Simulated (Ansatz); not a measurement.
# NbTe (Pm-3m) in Ansatz: notebook

Runs on NbTe. Level: PBE. Tasks: density of states, electric field gradients.

Everything below comes from runs of Ansatz 0.2.0. Logs are shortened: lines on timing, memory, paths and dates and some standing lists are left out, and cuts for length are marked.

## Step 1: Starting point

Symmetry: Pm-3m, No. 221, cubic system. Conventional cell: a = 3.426 Å, b = 3.426 Å, c = 3.426 Å, α = 90.00°, β = 90.00°, γ = 90.00°. Nb (site symmetry m-3m) is surrounded by 8 Te at 2.97 Å. Around Te (site symmetry m-3m) lie 8 Nb at 2.97 Å.

The cell was built by a generator and needn't be a form met in nature.

## Step 2: Density of states, PBE

The input, input.yaml:

```yaml
crystal:
  lattice:
    - [3.4257, 0.0, 0.0]
    - [0.0, 3.4257, 0.0]
    - [0.0, 0.0, 3.4257]
  atoms:
    - { symbol: Nb, position: [0.5, 0.5, 0.5] }
    - { symbol: Te, position: [0.0, 0.0, 0.0] }
kpoints:
  mp_grid: { grid: [8, 8, 8] }
scf:
  occupations: { method: fermi_dirac, width: 0.05 }
hamiltonian:
  xc: pbe
  pseudopotentials: { kind: all_electron, datasets: crystal }
output:
  forces: true
  stress: true
  eigenvalues: true
  dos: { projected: false, de: 0.1, e_range: [-20, 6] }
  elf: true
  volumetric_format: npy
```

Potentials or basis: all-electron PAW datasets made for the crystal.

The run is started by

```bash
$ ansatz run input.yaml --threads 1 --pin off --max-ram 3072MiB --backend cpu --events-out ev --progress --plain --runs-dir out
```

The program printed:

```text
Warning: RAYON_NUM_THREADS=1 ignored (pool sized by the plan → 1); use --threads N
hamiltonian.pseudopotentials.datasets: crystal makes datasets for this crystal and solves the spheres of its atoms anew in each pass: cutoff 260.0 eV, the density's 1040.0 eV; for an error of 0.50 meV an atom under PBE, 1.0 meV for the cell; an energy difference from a run of another recipe may be off by several times the error for the cell, under r2SCAN by more, where some 0.1 meV an atom stays at smaller errors; Nb in spheres of 1.376 Å, 13 of its electrons in bands; Te in spheres of 1.376 Å, 16 of its electrons in bands
band count auto-derived: 20 (N_el = 29.0; filled up to band 15; 19 by the electrons, moments and atoms)
Engine: ansatz 0.2.0, aarch64-unknown-linux-gnu
Pseudopotentials: kind: all_electron
Pseudopotential: Nb, paw, valence charge 13, recommended cutoff 260 eV (normal), crystal/all_electron/pbe/scalar/gaussian/Nb, Koelling and Harmon's equation, gaussian nucleus
Pseudopotential: Te, paw, valence charge 16, recommended cutoff 260 eV (normal), crystal/all_electron/pbe/scalar/gaussian/Te, Koelling and Harmon's equation, gaussian nucleus
Functional definition: PBE
  parameter kappa = 0.804
  parameter beta = 0.06672455060314922
  exchange = pbe_x(kappa = kappa, mu = beta*pi^2/3)
  correlation = pbe_c(beta = beta)
Crystal: 2 atoms, lattice volume = 40.202 Å³
Basis set: ecut = 260 eV, 389 PW (Γ), exchange–correlation on 40×40×40 points (8 copies of the dense FFT grid, shifted against one another)
Bands: 20, of which v1, the nominal top of the filled ones, is band 15 counted from 1 (14 counted from 0)
Symmetry: 48 space group operations
Space group: Pm-3m (ITA 221), of the structure as read, at distance tolerance 3.4e-5 Å
k-points: 35 of 512
Non-local potential: Nb, projectors of the file, l = 0: 2, l = 1: 2, l = 2: 2
Non-local potential: Te, projectors of the file, l = 0: 1, l = 1: 1, l = 2: 2
PAW form: soft (Blöchl's): semilocal exchange-correlation on the pseudo side does not see the compensation charge
PAW one-centre angular grid: Nb, 590 points (default); XC on its mesh's 1889 points in the sphere
PAW one-centre angular grid: Te, 590 points (default); XC on its mesh's 1857 points in the sphere
Initial density: superposition of atomic densities (neutral atoms: chi_scale 0, normalization atom)
Initial wavefunctions: pseudopotential atomic-orbital guess
Functional: x = pbe(κ = 0.804, μ = 0.2195149727645171), c = pbe(β = 0.06672455060314922)
iter 1 solved again at ethr=7.00e-3 eV; its pass at ethr=1.00e-1 eV (dr2=2.03e0 eV) is discarded
SCF iter   1: F=—  HF=-288830.712047 eV  |F-HF|=—  |Δ(HF+E_count)|=         —  Δρ=5.79e-2  dr2=2.07e0  ethr=7.00e-3  ⟨swp⟩=3.2  Hψ=3527  notcnv=0
preconditioner: auto → none  [metal: Δε(μ)=0.045 eV  Ē_g=8.797 eV  σ=0.050 eV  W_gap=0.21  n_scr=6 (ndim 8)  ℏωp=19.4 eV  f_vac=0.000  D(μ)=3.96/eV (n_scr^D=56)  sad-step TF]
SCF iter   2: F=—  HF=-288830.339202 eV  |F-HF|=—  |Δ(HF+E_count)|=   3.73e-1  Δρ=3.05e-2  dr2=5.33e-1  ethr=7.00e-3  ⟨swp⟩=2.2  Hψ=1408  notcnv=0
SCF iter   3: F=—  HF=-288830.216075 eV  |F-HF|=—  |Δ(HF+E_count)|=   1.23e-1  Δρ=1.19e-2  dr2=8.33e-2  ethr=1.84e-3  ⟨swp⟩=3.4  Hψ=1776  notcnv=0
iter 4 solved again at ethr=1.97e-6 eV; its pass at ethr=2.87e-4 eV (dr2=5.71e-4 eV) is discarded
SCF iter   4: F=—  HF=-288830.218783 eV  |F-HF|=—  |Δ(HF+E_count)|=   2.71e-3  Δρ=1.48e-3  dr2=6.02e-4  ethr=1.97e-6  ⟨swp⟩=3.1  Hψ=3085  notcnv=0  defer=1
SCF iter   5: F=—  HF=-288830.220590 eV  |F-HF|=—  |Δ(HF+E_count)|=   1.81e-3  Δρ=2.03e-3  dr2=2.89e-3  ethr=1.97e-6  ⟨swp⟩=4.0  Hψ=1689  notcnv=0
SCF iter   6: F=—  HF=-288830.220151 eV  |F-HF|=—  |Δ(HF+E_count)|=   4.39e-4  Δρ=2.79e-4  dr2=3.02e-5  ethr=1.97e-6  ⟨swp⟩=3.2  Hψ=1761  notcnv=0
SCF iter   7: F=—  HF=-288830.220145 eV  |F-HF|=—  |Δ(HF+E_count)|=   5.92e-6  Δρ=9.20e-5  dr2=6.22e-6  ethr=1.04e-7  ⟨swp⟩=3.1  Hψ=1367  notcnv=0  defer=1
SCF iter   8: F=—  HF=-288830.220148 eV  |F-HF|=—  |Δ(HF+E_count)|=   2.64e-6  Δρ=4.01e-5  dr2=7.33e-7  ethr=2.14e-8  ⟨swp⟩=3.1  Hψ=1287  notcnv=0
SCF iter   9: F=-288830.220148 eV  HF=-288830.220148 eV  |F-HF|=5.82e-11  |Δ(HF+E_count)|=   1.27e-7  Δρ=5.08e-6  dr2=6.37e-9  ethr=2.53e-9  ⟨swp⟩=3.1  Hψ=1482  notcnv=0  defer=1
SCF 1 converged in 9 iterations: F = -288830.220149 eV  dr2 = 6.37e-9
  Residual-converged pass: ⟨swp⟩=3.4  Hψ=1439  notcnv=0  max |occ|·‖R‖ = 5.3e-6 eV (tolerance 5.3e-6 eV)  dr2=6.82e-9  dr2_onsite=5.13e-9  max |Δocc| = 3.5e-10
SCF converged after 9 iterations
Free energy (F): -288830.220149 eV
Harris-Foulkes:  -288830.220149 eV  (|F-HF|=5.82e-11)
Internal energy: -288830.199001 eV  (E = F + TS)
E sigma→0 (E₀):  -288830.209575 eV
Entropy (-TS):   -0.021148 eV (-10.574 meV/atom)
Past the cutoff: the bands carry plane waves up to 1.75 times it, of which those up to 1.5 times it add -0.000251 eV an atom, each by itself; the spheres take 0.000282 eV an atom off the energy for waves past 1.75 times it
By the cutoff:   a pressure is off by up to 0.007 GPa (1.2 times the spheres' own share and the shells' term, over an atom's volume, and 0.004 GPa: a bound that held against runs at twice the plane waves)
Past the cutoffs: a stress includes 0.0007 GPa for waves and charges beyond them, in addition to the slope of what the spheres take
In the spheres:  the bands' charges fall short by 1.1e-6 e at most (sound up to 1e-3)
Fermi energy:    20.054588 eV
--- Per-component energies (eV) ---
  E_band       = -149.294055
  E_kinetic    = 312.375944
  E_local      = -1416.558404  (includes V_loc(G=0)·N_el)
  E_nonlocal   = -4.290037
  E_hartree    = 737.800655
  E_xc         = -163.546113
  E_vxc        = -210.976823  (∫ρ·V_xc dr)
  E_paw        = -291578.314537  (= ΣΔE_a)
  E_vpaw       = -6823.267558  (= ΣTr[D̂ρ^β])
  E_ewald      = -3235.489395
  E_smearing   = -0.021148  (= −TS)
  E_closure    = 6517.822885  (closes the sum)
  Σ components = -288830.220149   (vs F -288830.220149, Δ=0.00e0)
  The terms above E_closure are by the made datasets' own strengths, without shells solved beside the bands.
--- Forces (eV/Å), atoms counted from 1 ---
  atom   1  Nb     0.00000000    -0.00000000     0.00000000
  atom   2  Te     0.00000000    -0.00000000     0.00000000
  max |Σ_I F_I| component: 1.89e-29 eV/Å
--- Stress (GPa, compression-positive) ---
        0.034630       0.000000      -0.000000
       -0.000000       0.034630       0.000000
        0.000000       0.000000       0.034630
  P = ⅓ Tr σ = 0.0346 GPa (0.346 kbar)
--- Band table (eV; the first three rows and the last of 35) ---
  k-point 0: bands = ["-35.2284", "-17.7114", "-17.7114", "-17.6866", "-17.6866", "-17.6866", "-11.2462", "-11.2462", "-11.2462", "5.6516", "17.3732", "17.3732", "18.8234", "18.8234", "18.8234", "21.0904", "21.0904", "21.0904"]
  k-point 1: bands = ["-35.2266", "-17.7113", "-17.7073", "-17.6882", "-17.6882", "-17.6865", "-11.2758", "-11.2424", "-11.2424", "5.8376", "16.4149", "17.4660", "18.4560", "18.4560", "19.0916", "21.1119", "21.6030", "21.6030"]
  k-point 2: bands = ["-35.2222", "-17.7109", "-17.6973", "-17.6920", "-17.6920", "-17.6862", "-11.3466", "-11.2331", "-11.2331", "6.3523", "14.5594", "17.7112", "17.8433", "17.8433", "20.0348", "21.1648", "22.6878", "22.6878"]
  k-point 34: bands = ["-35.1923", "-17.7079", "-17.7079", "-17.7079", "-17.6668", "-17.6668", "-11.3709", "-11.3709", "-11.3709", "9.7224", "13.6035", "13.6035", "13.6035", "22.0997", "22.0997", "22.0997", "22.6336", "22.6336"]
```

Run time: 6.6 s. Hardware: 1 thread of Arm Neoverse V1, shared host; peak memory 0.44 GiB.

Results:

| Quantity | Value |
| --- | --- |
| Free energy | -288830.2201 eV |
| Pressure | 0.0 GPa |
| Band gap on the k mesh | none (metal or under the smearing width) |

States per cell in windows of 1 eV (zero at the Fermi level; states under -8 eV left out):
```csv
from (eV),total
-8.0,0.13
-7.0,1.01
-6.0,1.38
-5.0,0.92
-4.0,0.94
-3.0,1.48
-2.0,1.75
-1.0,1.23
0.0,1.94
1.0,1.64
2.0,1.86
3.0,1.34
4.0,1.28
5.0,1.04
```

Caveat: the program warned that the printed levels may be off, so bands, gaps and densities of states are rough; the density of states is complete only up to the lowest level of the last band computed.

## Step 3: Electric field gradients, PBE

input.yaml, as its differences from that of step 2:

```diff
@@ -19,4 +19,2 @@
   eigenvalues: true
-  dos: { projected: false, de: 0.1, e_range: [-20, 6] }
-  elf: true
-  volumetric_format: npy
+  efg: {}
```

Potentials or basis: all-electron PAW datasets made for the crystal.

The run is started by

```bash
$ ansatz run input.yaml --threads 1 --pin off --max-ram 3072MiB --backend cpu --events-out ev --progress --plain --runs-dir out
```

The program printed:

```text
Warning: RAYON_NUM_THREADS=1 ignored (pool sized by the plan → 1); use --threads N
hamiltonian.pseudopotentials.datasets: crystal makes datasets for this crystal and solves the spheres of its atoms anew in each pass: cutoff 260.0 eV, the density's 1040.0 eV; for an error of 0.50 meV an atom under PBE, 1.0 meV for the cell; an energy difference from a run of another recipe may be off by several times the error for the cell, under r2SCAN by more, where some 0.1 meV an atom stays at smaller errors; Nb in spheres of 1.376 Å, 13 of its electrons in bands; Te in spheres of 1.376 Å, 16 of its electrons in bands
band count auto-derived: 20 (N_el = 29.0; filled up to band 15; 19 by the electrons, moments and atoms)
Nb, Te: output.efg is read without spin–orbit coupling, which moves field gradients at and beside such atoms by some per cent and up to a factor of two; PAW files take it under magnetization.noncollinear and magnetization.spin_orbit
[... 9 set-up lines as earlier in the session ...]
Crystal: 2 atoms, lattice volume = 40.202 Å³
Basis set: ecut = 260 eV, 389 PW (Γ), exchange–correlation on 40×40×40 points (8 copies of the dense FFT grid, shifted against one another)
Bands: 20, of which v1, the nominal top of the filled ones, is band 15 counted from 1 (14 counted from 0)
[... 2 set-up lines as earlier in the session ...]
k-points: 35 of 512
[... 8 set-up lines as earlier in the session ...]
iter 1 solved again at ethr=7.00e-3 eV; its pass at ethr=1.00e-1 eV (dr2=2.03e0 eV) is discarded
SCF iter   1: F=—  HF=-288830.712047 eV  |F-HF|=—  |Δ(HF+E_count)|=         —  Δρ=5.79e-2  dr2=2.07e0  ethr=7.00e-3  ⟨swp⟩=3.2  Hψ=3527  notcnv=0
preconditioner: auto → none  [metal: Δε(μ)=0.045 eV  Ē_g=8.797 eV  σ=0.050 eV  W_gap=0.21  n_scr=6 (ndim 8)  ℏωp=19.4 eV  f_vac=0.000  D(μ)=3.96/eV (n_scr^D=56)  sad-step TF]
SCF iter   2: F=—  HF=-288830.339202 eV  |F-HF|=—  |Δ(HF+E_count)|=   3.73e-1  Δρ=3.05e-2  dr2=5.33e-1  ethr=7.00e-3  ⟨swp⟩=2.2  Hψ=1408  notcnv=0
SCF iter   3: F=—  HF=-288830.216075 eV  |F-HF|=—  |Δ(HF+E_count)|=   1.23e-1  Δρ=1.19e-2  dr2=8.33e-2  ethr=1.84e-3  ⟨swp⟩=3.4  Hψ=1776  notcnv=0
iter 4 solved again at ethr=1.97e-6 eV; its pass at ethr=2.87e-4 eV (dr2=5.71e-4 eV) is discarded
SCF iter   4: F=—  HF=-288830.218783 eV  |F-HF|=—  |Δ(HF+E_count)|=   2.71e-3  Δρ=1.48e-3  dr2=6.02e-4  ethr=1.97e-6  ⟨swp⟩=3.1  Hψ=3085  notcnv=0  defer=1
SCF iter   5: F=—  HF=-288830.220590 eV  |F-HF|=—  |Δ(HF+E_count)|=   1.81e-3  Δρ=2.03e-3  dr2=2.89e-3  ethr=1.97e-6  ⟨swp⟩=4.0  Hψ=1689  notcnv=0
SCF iter   6: F=—  HF=-288830.220151 eV  |F-HF|=—  |Δ(HF+E_count)|=   4.39e-4  Δρ=2.79e-4  dr2=3.02e-5  ethr=1.97e-6  ⟨swp⟩=3.2  Hψ=1761  notcnv=0
SCF iter   7: F=—  HF=-288830.220145 eV  |F-HF|=—  |Δ(HF+E_count)|=   5.92e-6  Δρ=9.20e-5  dr2=6.22e-6  ethr=1.04e-7  ⟨swp⟩=3.1  Hψ=1367  notcnv=0  defer=1
SCF iter   8: F=—  HF=-288830.220148 eV  |F-HF|=—  |Δ(HF+E_count)|=   2.64e-6  Δρ=4.01e-5  dr2=7.33e-7  ethr=2.14e-8  ⟨swp⟩=3.1  Hψ=1287  notcnv=0
SCF iter   9: F=-288830.220148 eV  HF=-288830.220148 eV  |F-HF|=5.82e-11  |Δ(HF+E_count)|=   1.27e-7  Δρ=5.08e-6  dr2=6.37e-9  ethr=2.53e-9  ⟨swp⟩=3.1  Hψ=1482  notcnv=0  defer=1
SCF 1 converged in 9 iterations: F = -288830.220149 eV  dr2 = 6.37e-9
  Residual-converged pass: ⟨swp⟩=3.4  Hψ=1439  notcnv=0  max |occ|·‖R‖ = 5.3e-6 eV (tolerance 5.3e-6 eV)  dr2=6.82e-9  dr2_onsite=5.13e-9  max |Δocc| = 3.5e-10
SCF converged after 9 iterations
Free energy (F): -288830.220149 eV
Harris-Foulkes:  -288830.220149 eV  (|F-HF|=5.82e-11)
Internal energy: -288830.199001 eV  (E = F + TS)
E sigma→0 (E₀):  -288830.209575 eV
Entropy (-TS):   -0.021148 eV (-10.574 meV/atom)
Past the cutoff: the bands carry plane waves up to 1.75 times it, of which those up to 1.5 times it add -0.000251 eV an atom, each by itself; the spheres take 0.000282 eV an atom off the energy for waves past 1.75 times it
By the cutoff:   a pressure is off by up to 0.007 GPa (1.2 times the spheres' own share and the shells' term, over an atom's volume, and 0.004 GPa: a bound that held against runs at twice the plane waves)
Past the cutoffs: a stress includes 0.0007 GPa for waves and charges beyond them, in addition to the slope of what the spheres take
In the spheres:  the bands' charges fall short by 1.1e-6 e at most (sound up to 1e-3)
Fermi energy:    20.054588 eV
--- Per-component energies (eV) ---
  E_band       = -149.294055
  E_kinetic    = 312.375944
  E_local      = -1416.558404  (includes V_loc(G=0)·N_el)
  E_nonlocal   = -4.290037
  E_hartree    = 737.800655
  E_xc         = -163.546113
  E_vxc        = -210.976823  (∫ρ·V_xc dr)
  E_paw        = -291578.314537  (= ΣΔE_a)
  E_vpaw       = -6823.267558  (= ΣTr[D̂ρ^β])
  E_ewald      = -3235.489395
  E_smearing   = -0.021148  (= −TS)
  E_closure    = 6517.822885  (closes the sum)
  Σ components = -288830.220149   (vs F -288830.220149, Δ=0.00e0)
  The terms above E_closure are by the made datasets' own strengths, without shells solved beside the bands.
--- Forces (eV/Å), atoms counted from 1 ---
  atom   1  Nb     0.00000000    -0.00000000     0.00000000
  atom   2  Te     0.00000000    -0.00000000     0.00000000
  max |Σ_I F_I| component: 1.89e-29 eV/Å
--- Stress (GPa, compression-positive) ---
        0.034630       0.000000      -0.000000
       -0.000000       0.034630       0.000000
        0.000000       0.000000       0.034630
  P = ⅓ Tr σ = 0.0346 GPa (0.346 kbar)
--- PAW observables at the nuclei: V_zz in 10²¹ V/m², potentials from the cell's mean, atoms counted from 1 ---
  atom   1  Nb V_zz =    +0.000000   η = 0.0000   by run symmetry: forbidden
            electrostatic potential = -6143.847411 V   contact ρ = 540952.948785 e/Å³
  atom   2  Te V_zz =    +0.000000   η = 0.0000   by run symmetry: forbidden
            electrostatic potential = -8655.951092 V   contact ρ = 1468552.270230 e/Å³
--- Band table (eV; the first three rows and the last of 35) ---
  k-point 0: bands = ["-35.2284", "-17.7114", "-17.7114", "-17.6866", "-17.6866", "-17.6866", "-11.2462", "-11.2462", "-11.2462", "5.6516", "17.3732", "17.3732", "18.8234", "18.8234", "18.8234", "21.0904", "21.0904", "21.0904"]
  k-point 1: bands = ["-35.2266", "-17.7113", "-17.7073", "-17.6882", "-17.6882", "-17.6865", "-11.2758", "-11.2424", "-11.2424", "5.8376", "16.4149", "17.4660", "18.4560", "18.4560", "19.0916", "21.1119", "21.6030", "21.6030"]
  k-point 2: bands = ["-35.2222", "-17.7109", "-17.6973", "-17.6920", "-17.6920", "-17.6862", "-11.3466", "-11.2331", "-11.2331", "6.3523", "14.5594", "17.7112", "17.8433", "17.8433", "20.0348", "21.1648", "22.6878", "22.6878"]
  k-point 34: bands = ["-35.1923", "-17.7079", "-17.7079", "-17.7079", "-17.6668", "-17.6668", "-11.3709", "-11.3709", "-11.3709", "9.7224", "13.6035", "13.6035", "13.6035", "22.0997", "22.0997", "22.0997", "22.6336", "22.6336"]
```

Wall time 6.6 s (1 thread of Arm Neoverse V1, shared host); peak memory 0.44 GiB.

Results:

* Free energy: -288830.2201 eV
* Pressure: 0.0 GPa
* Band gap on the k mesh: none (metal or under the smearing width)

## Step 4: Density of states, PBE

input.yaml, as its differences from that of step 3:

```diff
@@ -19,2 +19,2 @@
   eigenvalues: true
-  efg: {}
+  dos: { projected: false, de: 0.1, e_range: [-14, 8] }
```

The run is started by

```bash
$ ansatz run input.yaml --threads 1 --pin off --max-ram 3072MiB --backend cpu --events-out ev --progress --plain --runs-dir out
```

Wall time 6.4 s (1 thread of Arm Neoverse V1, shared host); peak memory 0.43 GiB.

It converged, with:

```
Free energy            : -288830.2201 eV
Pressure               : 0.0 GPa
Band gap on the k mesh : none (metal or under the smearing width)
```

Levels at points of the mesh, in eV from the Fermi level:
| k point | band 13 | band 14 | band 15 | band 16 | band 17 | band 18 |
| --- | --- | --- | --- | --- | --- | --- |
| (0.00, 0.00, 0.00) | -1.23 | -1.23 | -1.23 | 1.04 | 1.04 | 1.04 |
| (0.00, 0.00, -0.50) | -2.83 | -1.93 | 1.19 | 2.25 | 4.54 | 4.75 |
| (0.00, -0.50, -0.50) | -2.63 | -0.38 | -0.38 | 0.58 | 1.18 | 2.47 |
| (-0.50, -0.50, -0.50) | -6.45 | 2.05 | 2.05 | 2.05 | 2.58 | 2.58 |

States per cell in windows of 1 eV (zero at the Fermi level; states under -8 eV left out):
```tsv
from (eV)	total
-8.0	0.13
-7.0	1.01
-6.0	1.38
-5.0	0.92
-4.0	0.94
-3.0	1.48
-2.0	1.75
-1.0	1.23
0.0	1.94
1.0	1.64
2.0	1.86
3.0	1.34
4.0	1.28
5.0	1.04
6.0	0.84
7.0	1.16
```

Caveat: the program warned that the printed levels may be off, so bands, gaps and densities of states are rough; the density of states is complete only up to the lowest level of the last band computed.
